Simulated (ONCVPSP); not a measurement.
**An ONCV potential for aluminium, from input to tests**

Do these settings give a usable potential? It is generated, then checked for transferability, scattering, ghosts and hardness.

Program: ONCVPSP 4.0.1.1 (patched build). Reference atom: LDA (Perdew-Wang 92), scalar-relativistic, spherical and spin-unpolarised. All values are calculated.

## (1) The atom and the settings

The settings as typed:

```
element                 : aluminium (Al, Z = 13)
type                    : optimised norm-conserving Vanderbilt (ONCV)
frozen core             : [Ne]
valence charge          : 3
reference configuration : 3s2 3p1
partial waves           : 3s: rc 1.55 bohr, ncon 4, nbas 8, qcut 4.8 1/bohr, 2 projectors, debl 1.2 Ha; 3p: rc 2.30 bohr, ncon 5, nbas 8, qcut 2.9 1/bohr, 2 projectors, debl 2.4 Ha; d scattering state at 0.21 Ha: rc 2.25 bohr, ncon 4, nbas 8, qcut 4.4 1/bohr, 3 projectors, debl 3.3 Ha
local potential         : polynomial inside 1.50 bohr (lpopt 5, dvloc0 2 Ha)
core correction         : polynomial model core, fcfact 0.6
```

The outer shells as boxes (Hund's rule for the drawing; the calculation is spin-unpolarised):

```
[Ne] core
3s [↑↓]
3p [↑ ][  ][  ]
```

An earlier all-electron run gives the scale for the radii.

All-electron outer shells of the reference configuration (LDA (PZ), scalar-relativistic, ld1.x):

| shell | level (eV) | outermost node (bohr) | outermost maximum (bohr) |
| --- | --- | --- | --- |
| 2s | -107.50 | 0.17 | 0.50 |
| 2p | -69.71 | – | 0.43 |
| 3s | -7.84 | 0.80 | 2.06 |
| 3p | -2.79 | 0.82 | 2.64 |

## (2) Generating the potential

Contents of Al.dat:

```
# ATOM AND REFERENCE CONFIGURATION
# atsym  z   nc   nv     iexc    psfile
  Al 13.00    3    2  -001012      upf
#
#   n    l    f
    1    0    2.00
    2    0    2.00
    2    1    6.00
    3    0    2.00
    3    1    1.00
#
# PSEUDOPOTENTIAL AND OPTIMIZATION
# lmax
    2
#
#   l,   rc,      ep,       ncon, nbas, qcut
    0    1.55    0.00    4    8    4.80
    1    2.30    0.00    5    8    2.90
    2    2.25    0.21    4    8    4.40
#
# LOCAL POTENTIAL
# lloc, lpopt,  rc(5),   dvloc0
    4    5    1.50    2.00
#
# VANDERBILT-KLEINMAN-BYLANDER PROJECTORs
# l, nproj, debl
    0    2    1.20
    1    2    2.40
    2    3    3.30
#
# MODEL CORE CHARGE
# icmod, fcfact, rcfact
    1    0.60    0.00
#
# LOG DERIVATIVE ANALYSIS
# epsh1, epsh2, depsh
   -2.00    5.00    0.02
#
# OUTPUT GRID
# rlmax, drl
    6.00    0.01
#
# TEST CONFIGURATIONS
# ncnf
    4
# nvcnf
#   n    l    f
    2
    3    0    2.00
    3    1    0.00
#
    2
    3    0    1.00
    3    1    0.00
#
    2
    3    0    2.00
    3    1    0.50
#
    2
    3    0    0.00
    3    1    3.00
#
```

The run is started by

```sh
oncvpsp.x < Al.dat > Al.out
```

The output, Al.out (without the consistency checks and plot data):

```text
ONCVPSP  (Optimized Norm-Conservinng Vanderbilt PSeudopotential)
scalar-relativistic version 4.0.1.1, modified

#   n    l    f        energy (Ha)
    1    0    2.00    -5.5281940E+01
    2    0    2.00    -3.9508576E+00
    2    1    6.00    -2.5622893E+00
    3    0    2.00    -2.8775247E-01
    3    1    1.00    -1.0230788E-01

Reference configufation results
  iterations    24
  all-electron total energy (Ha)   -2.41766020D+02

Begin loop to  construct optimized pseudo wave functions
and semi-local pseudopoentials for all angular momenta

   Wellstate for l =  0  n =  4
     eigenvalue =   0.9122
     asymptotic potential =   1.4122
     half-point radius =  3.5158

Calculating optimized projector #   1

 for l=   0

    Fraction of norm inside rc  0.142825
    Optimizing pswf for qcut=   4.80 a_B^-1,  ecut=  11.52 Ha
    Residual kinetic energy error=  4.72D-04 Ha

    Energy error per electron        Cutoff
         Ha          eV             Ha
         0.01000     0.27211        3.31
         0.00100     0.02721        5.93
         0.00010     0.00272       60.36
         0.00001     0.00027       76.00

Calculating optimized projector #   2

 for l=   0

    Fraction of norm inside rc  0.149729
    Optimizing pswf for qcut=   4.80 a_B^-1,  ecut=  11.52 Ha
    Residual kinetic energy error=  1.54D-03 Ha

    Energy error per electron        Cutoff
         Ha          eV             Ha
         0.01000     0.27211        7.07
         0.00100     0.02721       13.26
         0.00010     0.00272       86.26
         0.00001     0.00027      103.16

   Wellstate for l =  1  n =  5
     eigenvalue =   2.2977
     asymptotic potential =   2.7977
     half-point radius =  3.9494

Calculating optimized projector #   1

 for l=   1

    Fraction of norm inside rc  0.238384
    Optimizing pswf for qcut=   2.91 a_B^-1,  ecut=   4.23 Ha
    Residual kinetic energy error=  1.18D-04 Ha

    Energy error per electron        Cutoff
         Ha          eV             Ha
         0.01000     0.27211        1.28
         0.00100     0.02721        2.18
         0.00010     0.00272        4.68
         0.00001     0.00027       16.97

Calculating optimized projector #   2

 for l=   1

    Fraction of norm inside rc  0.183072
    Optimizing pswf for qcut=   2.91 a_B^-1,  ecut=   4.23 Ha
    Residual kinetic energy error=  1.56D-02 Ha

    Energy error per electron        Cutoff
         Ha          eV             Ha
         0.01000     0.27211        4.60
         0.00100     0.02721        7.93
         0.00010     0.00272       37.03
         0.00001     0.00027       48.25

   Wellstate for l =  2  n =  3
     eigenvalue =   0.2100
     asymptotic potential =   0.7100
     half-point radius =  5.4494

   Wellstate for l =  2  n =  6
     eigenvalue =   3.5100
     asymptotic potential =   4.0100
     half-point radius =  4.2812

   Wellstate for l =  2  n =  7
     eigenvalue =   6.8100
     asymptotic potential =   7.3100
     half-point radius =  3.7239

Calculating optimized projector #   1

 for l=   2

    Fraction of norm inside rc  0.174231
    Optimizing pswf for qcut=   4.39 a_B^-1,  ecut=   9.65 Ha
    Residual kinetic energy error=  1.13D-04 Ha

    Energy error per electron        Cutoff
         Ha          eV             Ha
         0.01000     0.27211        3.92
         0.00100     0.02721        7.01
         0.00010     0.00272        9.90
         0.00001     0.00027       39.96

Calculating optimized projector #   2

 for l=   2

    Fraction of norm inside rc  0.184090
    Optimizing pswf for qcut=   4.39 a_B^-1,  ecut=   9.65 Ha
    Residual kinetic energy error=  4.19D-02 Ha

    Energy error per electron        Cutoff
         Ha          eV             Ha
         0.01000     0.27211       13.57
         0.00100     0.02721       52.05
         0.00010     0.00272       61.58
         0.00001     0.00027       76.82

Calculating optimized projector #   3

 for l=   2

    Fraction of norm inside rc  0.148934
    Optimizing pswf for qcut=   4.39 a_B^-1,  ecut=   9.65 Ha
    Residual kinetic energy error=  8.08D-01 Ha

    Energy error per electron        Cutoff
         Ha          eV             Ha
         0.01000     0.27211       16.80
         0.00100     0.02721       31.24
         0.00010     0.00272       56.83
         0.00001     0.00027       66.36

Construct Vanderbilt / Kleinmman-Bylander projectors

B matrix Hermiticity error, ll=   0
   1   2    4.0268E-05

  Orthonormal projector coefficients -8.6388E+00  1.6189E+00

B matrix Hermiticity error, ll=   1
   1   2   -5.5149E-05

  Orthonormal projector coefficients  1.2308E+00  3.0221E-01

B matrix Hermiticity error, ll=   2
   1   2    1.3292E-06
   1   3    4.3021E-05
   2   3    1.0728E-04

  Orthonormal projector coefficients -4.1987E+00 -2.4251E+00 -6.4346E-01

Model core correction analysis
  based on d2Exc/dn_idn_j

d2excae - all-electron derivatives

   -1.946048D-02   -1.015512D-02
   -1.015871D-02   -5.444939D-03

d2excps - pseudofunction derivatives with no core correction

   -2.503365D-02   -1.271199D-02
   -1.271836D-02   -6.611612D-03

rms 2nd derivative error    3.373080E-03

Polynomial model core charge

d2excps - pseudofunction derivatives with core correction

   -1.974383D-02   -1.040716D-02
   -1.041076D-02   -5.593417D-03

rms 2nd derivative error    2.394724E-04

Pseudoatom total energy   -1.971868

Diagnostic tests using Vanderbilt-Kleinman-Bylander pseudopotentials
  1 or more projectors used as specified by nproj input data

   l    rcore       rmatch      e in        delta e   norm test  slope test

   0   1.5532683   1.6004289  -0.2877525   0.0000006   1.0000243   1.0000196
run_diag: lschvkbbe ERROR   2   1   0  60  9.12247520E-01  7.71022768E-01
   0   1.5532683   1.6004289   0.9122475  -0.1412248   0.0453221   0.0606149

   1   2.3052243   2.3752159  -0.1023079   0.0000002   1.0000086   1.0000025
   1   2.3052243   2.3752159   2.2976921   0.0000237   1.0000922   1.0000922

   2   2.2507190   2.3190557   0.2100000   0.0000026   1.0000106   1.0000106
   2   2.2507190   2.3190557   3.5100000   0.0000442   1.0000694   1.0000694
   2   2.2507190   2.3190557   6.8100000   0.0001090   1.0002098   1.0002098

 Testing for bound ghosts
   n   l    E NL Schr. Eq   E Basis Diag.   E Cutoff

       0                       -3.135079    107.51  WARNING - GHOST(-)
   1   0       -0.287752       -0.251469    107.51

   2   1       -0.102308       -0.089973     56.57

 Testing for highly-localized positive-energy ghosts
       l    <radius>/rc     E Basis Diag.   E Cutoff

Test configuration 0

   n   l     f        eae           eps        diff
   1   0  2.0000  -55.28193956
   2   0  2.0000   -3.95085762
   2   1  6.0000   -2.56228932
   3   0  2.0000   -0.28775247   -0.28775189    5.79D-07
   3   1  1.0000   -0.10230788   -0.10230771    1.74D-07

    Total energies and differences
      AE_ref= -2.41766020D+02  AE_tst= -2.41766020D+02  dif=  0.00D+00
      PS_ref= -1.97186800D+00  PS_tst= -1.97186800D+00  dif=  2.66D-15
      PSP excitation error= -2.66D-15

Test configuration 1

   n   l     f        eae           eps        diff
   1   0  2.0000  -55.59509056
   2   0  2.0000   -4.25826699
   2   1  6.0000   -2.87010140
   3   0  2.0000   -0.54817653   -0.54804831    1.28D-04

    Total energies and differences
      AE_ref= -2.41766020D+02  AE_tst= -2.41551372D+02  dif=  2.15D-01
      PS_ref= -1.97186800D+00  PS_tst= -1.75724689D+00  dif=  2.15D-01
      PSP excitation error=  2.68D-05

Test configuration 2

   n   l     f        eae           eps        diff
   1   0  2.0000  -56.06049498
   2   0  2.0000   -4.70961759
   2   1  6.0000   -3.32137754
   3   0  1.0000   -0.87938017   -0.87935387    2.63D-05

    Total energies and differences
      AE_ref= -2.41766020D+02  AE_tst= -2.40839522D+02  dif=  9.26D-01
      PS_ref= -1.97186800D+00  PS_tst= -1.04547930D+00  dif=  9.26D-01
      PSP excitation error=  1.10D-04

Test configuration 3

   n   l     f        eae           eps        diff
   1   0  2.0000  -55.42529014
   2   0  2.0000   -4.09222798
   2   1  6.0000   -2.70381688
   3   0  2.0000   -0.41075087   -0.41070834    4.25D-05
   3   1  0.5000   -0.21235058   -0.21232411    2.65D-05

    Total energies and differences
      AE_ref= -2.41766020D+02  AE_tst= -2.41688028D+02  dif=  7.80D-02
      PS_ref= -1.97186800D+00  PS_tst= -1.89387760D+00  dif=  7.80D-02
      PSP excitation error=  1.76D-06

Test configuration 4

   n   l     f        eae           eps        diff
   1   0  2.0000  -55.40971934
   2   0  2.0000   -4.07613738
   2   1  6.0000   -2.68639485
   3   1  3.0000   -0.14479582   -0.14477332    2.25D-05

    Total energies and differences
      AE_ref= -2.41766020D+02  AE_tst= -2.41379973D+02  dif=  3.86D-01
      PS_ref= -1.97186800D+00  PS_tst= -1.58545031D+00  dif=  3.86D-01
      PSP excitation error= -3.71D-04
```

Wall time 3.2 s (1 thread of Neoverse-V2, shared host).

All-electron and pseudo partial waves u(r) = r·R(r), from the program's wave files:

```
r (bohr)    3p AE   3p PS    3s AE   3s PS
   0.115  -0.0903  0.0031   0.0967  0.0187
   0.230  -0.1856  0.0124  -0.1386  0.0409
   0.345  -0.2183  0.0278  -0.2791  0.0672
   0.460  -0.1995  0.0492  -0.2966  0.0970
   0.575  -0.1490  0.0757  -0.2313  0.1315
   0.690  -0.0819  0.1067  -0.1226  0.1734
   0.805  -0.0081  0.1410   0.0029  0.2234
   0.920   0.0664  0.1777   0.1287  0.2783
   1.035   0.1380  0.2162   0.2455  0.3342
   1.150   0.2046  0.2560   0.3486  0.3908
   1.265   0.2651  0.2964   0.4363  0.4500
   1.380   0.3192  0.3366   0.5083  0.5104
   1.495   0.3668  0.3755   0.5654  0.5654
   1.610   0.4081  0.4119   0.6089  0.6089
   1.725   0.4433  0.4447   0.6401  0.6401
   1.840   0.4728  0.4732   0.6605  0.6605
   1.955   0.4970  0.4971   0.6715  0.6715
   2.070   0.5163  0.5164   0.6746  0.6746
   2.185   0.5312  0.5312   0.6710  0.6709
   2.300   0.5420  0.5420   0.6618  0.6618
   2.415   0.5492  0.5492   0.6481  0.6481
   2.530   0.5531  0.5531   0.6309  0.6309
   2.645   0.5542  0.5542   0.6109  0.6109
   2.760   0.5528  0.5528   0.5888  0.5888
   2.875   0.5492  0.5492   0.5652  0.5652
   2.990   0.5438  0.5438   0.5407  0.5407
```

Densities times 4π (e/bohr³); a dash where the program caps the true core:

```
r (bohr)  pseudo valence  true core  model core
   0.115         0.05385          –       6.945
   0.345         0.08228          –       6.699
   0.575          0.1219          –       5.677
   0.805          0.1847          –       3.892
   1.035          0.2522      2.736        2.01
   1.265           0.308     0.7593      0.7378
   1.495          0.3492     0.2136      0.2136
   1.725          0.3418    0.06119     0.06119
   1.955          0.3006    0.01785     0.01785
   2.185          0.2477   0.005293    0.005293
   2.415          0.1958   0.001593    0.001593
   2.645          0.1506  0.0004849   0.0004849
   2.875          0.1138  0.0001493   0.0001493
```

## (3) The configuration tests of the same run

Energies count from the reference configuration 3s2 3p1; the error is all-electron less pseudo.

| valence configuration | charge | ΔE all-electron (eV) | error AE − PS (meV) |
| --- | --- | --- | --- |
| 3s2 3p0 | +1 | 5.841 | +0.7 |
| 3s1 3p0 | +2 | 25.211 | +3.0 |
| 3s2 3p0.5 | +0.5 | 2.122 | 0.0 |
| 3s0 3p3 | 0 | 10.505 | -10 |

## (4) Does it scatter like the atom?

Taken from the files of the generation run. The phase is arctan(r·R′/R) of the radial function R, unwrapped, with energies in Ha. A pole is an energy at which the radial function vanishes at the test radius. The pseudo phase is shifted by a multiple of π to meet the all-electron one at the reference energy. Levels narrower than the energy grid can be missing from the poles. The last column is the largest difference on the grid between −0.5 and +0.5 Ha.

| channel | radius (bohr) | reference (Ha) | poles AE | poles PS | window around the reference with phases within 0.05 rad (Ha) | largest difference near zero (rad) |
| --- | --- | --- | --- | --- | --- | --- |
| s | 1.57 | -0.29 | 3.81 | 3.87 | the whole range | 0.000 |
| p | 2.33 | -0.10 | 1.11 | 1.11, 5.00 | the whole range | 0.001 |
| d | 2.28 | 0.21 | 1.51 | 1.51 | the whole range | 0.000 |

Phases (rad) along the scan:

```
E (Ha)    p AE    p PS    s AE    s PS
 -1.98   1.271   1.266   1.067   1.077
 -1.62   1.218   1.214   0.968   0.973
 -1.26   1.134   1.131   0.825   0.828
 -0.90   0.975   0.972   0.605   0.606
 -0.54   0.584   0.582   0.261   0.261
 -0.18  -0.395  -0.395  -0.197  -0.197
  0.18  -1.115  -1.116  -0.626  -0.626
  0.54  -1.381  -1.382  -0.924  -0.924
  0.90  -1.514  -1.515  -1.113  -1.113
  1.26  -1.607  -1.608  -1.237  -1.237
  1.62  -1.694  -1.696  -1.324  -1.323
  1.98  -1.811  -1.811  -1.387  -1.387
  2.34  -2.043  -2.043  -1.437  -1.436
  2.70  -2.846  -2.858  -1.477  -1.476
  3.06  -4.043  -4.066  -1.511  -1.510
  3.42  -4.389  -4.406  -1.541  -1.539
  3.78  -4.518  -4.535  -1.569  -1.565
  4.14  -4.588  -4.607  -1.595  -1.589
  4.50  -4.634  -4.657  -1.620  -1.613
  4.86  -4.669  -4.698  -1.646  -1.636
```

## (5) Plane-wave cutoff and ghosts

From the same output: the cutoffs (Ha) at which the residual kinetic energy of the hardest occupied pseudo-wave falls to 1 and 0.1 mHa per electron are 5.9 Ha and 60 Ha.

The program's own ghost test: GHOST(-) flagged for s at -85.3 eV; no localised positive-energy state flagged.

Cutoff (Ha) at which the first wave of each channel reaches a given error (Ha per electron):

```
  error     s     p     d
1.0e-02   3.3   1.3   3.9
3.2e-03   4.6   1.7   5.5
1.0e-03   5.9   2.2   7.0
3.2e-04  20.4   2.7   8.4
1.0e-04  60.4   4.7   9.9
3.2e-05  69.5   9.7  20.7
1.0e-05  76.0  17.0  40.0
```

## (6) Outcome

| quantity | value |
| --- | --- |
| cutoffs for 1 and 0.1 mHa per electron, occupied waves | 5.9 Ha and 60 Ha |
| bound ghosts | s at -85.31 eV |
| GHOST(+) flags | none at low energy |
| largest test error (AE − PS) | -10 meV, for 3s0 3p3 |
| largest phase difference near zero energy, channels read | 0.001 rad |
| rms error of d²Exc/dn², without and with the model core | 3.37 and 0.24 mHa |

**Reading.** It has a bound ghost (s), a state that the atom doesn't have, and that rules the file out. By total energies transferability is good: the largest error is 10 meV on 10.5 eV, for 3s0 3p3. Atomic tests can pass in spite of a ghost, since they solve only for the levels asked. By its cutoff, 5.9 Ha for the looser tolerance, it is soft on the atom. The tighter tolerance needs 60 Ha, and converged work needs a cutoff nearer that. At the looser tolerance the 3s wave is the slowest; 3p needs 2 Ha. That counts occupied waves only; other projectors can need more. Near zero energy the phases of the channels with partial waves agree within 0.001 rad.
